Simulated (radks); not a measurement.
**Valence configurations of Bi**

Aim: which of several valence configurations of Bi lies lowest at this level, and whether it is the one NIST lists ([Hg] 6p3).

Method: scalar-relativistic Kohn-Sham, LDA (Slater exchange, Perdew-Wang correlation), spin-unpolarised, spherical densities, finite nucleus. Code: radks (a radial shooting solver on a logarithmic mesh, Libxc functionals) version 1.

**1. The atom as given**

- element: bismuth (Z = 83)
- charge: 0
- electrons: 83
- configuration: [Hg] 6p3
- nuclear rms radius: 5.5211 fm
- others tried: [Xe] 4f13.5 5d10 6s2 6p3.5; [Xe] 4f13.5 5d9.5 6s2 6p4; [Xe] 4f14 5d9.5 6s2 6p3.5; [Xe] 4f14 5d10 6s1 6p4; [Xe] 4f13 5d10 6s2 6p4; [Xe] 4f14 5d8.5 6s2 6p4.5; [Xe] 4f13.5 5d10 6s1.5 6p4; [Xe] 4f14 5d10 6s1.5 6p3.5; [Xe] 4f14 5d9 6s2 6p4

Outer shells as boxes (Hund's rule):

Bi
```
[Hg] core
6p [↑ ][↑ ][↑ ]
```

**2. [Hg] 6p3**

Settings of this run:

```text
Z 83
configuration [Hg] 6p3
relativity scalar-relativistic
functional lda,pw
spin unpolarised
nucleus finite rms 5.5211 fm
c 137.035999084
```

**3. [Xe] 4f13.5 5d10 6s2 6p3.5**

Input: that of step 2 with these lines changed.

```diff
@@ -1,3 +1,3 @@
 Z 83
-configuration [Hg] 6p3
+configuration [Xe] 4f13.5 5d10 6s2 6p3.5
 relativity scalar-relativistic
```

**4. [Xe] 4f13.5 5d9.5 6s2 6p4**

Settings of this run:

```text
Z 83
configuration [Xe] 4f13.5 5d9.5 6s2 6p4
relativity scalar-relativistic
functional lda,pw
spin unpolarised
nucleus finite rms 5.5211 fm
c 137.035999084
```

**5. [Xe] 4f14 5d9.5 6s2 6p3.5**

Settings of this run:

```text
Z 83
configuration [Xe] 4f14 5d9.5 6s2 6p3.5
relativity scalar-relativistic
functional lda,pw
spin unpolarised
nucleus finite rms 5.5211 fm
c 137.035999084
```

**6. [Xe] 4f14 5d10 6s1 6p4**

Settings of this run:

```text
Z 83
configuration [Xe] 4f14 5d10 6s1 6p4
relativity scalar-relativistic
functional lda,pw
spin unpolarised
nucleus finite rms 5.5211 fm
c 137.035999084
```

**7. [Xe] 4f13 5d10 6s2 6p4**

Settings of this run:

```text
Z 83
configuration [Xe] 4f13 5d10 6s2 6p4
relativity scalar-relativistic
functional lda,pw
spin unpolarised
nucleus finite rms 5.5211 fm
c 137.035999084
```

**8. [Xe] 4f14 5d8.5 6s2 6p4.5**

Settings of this run:

```text
Z 83
configuration [Xe] 4f14 5d8.5 6s2 6p4.5
relativity scalar-relativistic
functional lda,pw
spin unpolarised
nucleus finite rms 5.5211 fm
c 137.035999084
```

**9. [Xe] 4f13.5 5d10 6s1.5 6p4**

Settings of this run:

```text
Z 83
configuration [Xe] 4f13.5 5d10 6s1.5 6p4
relativity scalar-relativistic
functional lda,pw
spin unpolarised
nucleus finite rms 5.5211 fm
c 137.035999084
```

**10. [Xe] 4f14 5d10 6s1.5 6p3.5**

Settings of this run:

```text
Z 83
configuration [Xe] 4f14 5d10 6s1.5 6p3.5
relativity scalar-relativistic
functional lda,pw
spin unpolarised
nucleus finite rms 5.5211 fm
c 137.035999084
```

**11. [Xe] 4f14 5d9 6s2 6p4**

Settings of this run:

```text
Z 83
configuration [Xe] 4f14 5d9 6s2 6p4
relativity scalar-relativistic
functional lda,pw
spin unpolarised
nucleus finite rms 5.5211 fm
c 137.035999084
```

Q: Predict the outcome of this session. Wanted: for each run, valence; E − E(NIST configuration); highest level; its energy; 1s shift.

As calculated:

| valence | E − E(NIST configuration) (eV) | highest level | its energy (eV) | 1s shift (eV) |
| --- | --- | --- | --- | --- |
| [Hg] 6p3 | 0.000 | 6p | -4.770 | +0.00 |
| [Xe] 4f14 5d10 6s1.5 6p3.5 | 5.034 | 6p | -5.104 | -0.90 |
| [Xe] 4f14 5d10 6s1 6p4 | 10.163 | 6p | -5.425 | -1.77 |
| [Xe] 4f14 5d9.5 6s2 6p3.5 | 11.640 | 6p | -5.270 | -3.08 |
| [Xe] 4f14 5d9 6s2 6p4 | 24.141 | 6p | -5.757 | -6.19 |
| [Xe] 4f14 5d8.5 6s2 6p4.5 | 37.500 | 6p | -6.236 | -9.31 |
| [Xe] 4f13.5 5d10 6s2 6p3.5 | 76.454 | 6p | -5.287 | -10.48 |
| [Xe] 4f13.5 5d10 6s1.5 6p4 | 81.765 | 6p | -5.609 | -11.36 |
| [Xe] 4f13.5 5d9.5 6s2 6p4 | 89.385 | 6p | -5.778 | -13.62 |
| [Xe] 4f13 5d10 6s2 6p4 | 157.66 | 6p | -5.797 | -21.16 |

In words: Theory agrees with NIST among these: the next, [Xe] 4f14 5d10 6s1.5 6p3.5, lies 5.034 eV higher. The energies are those of spherical spin-averaged densities, not of single terms. The 1s eigenvalue shifts by up to 21.16 eV as the valence charge is rearranged.
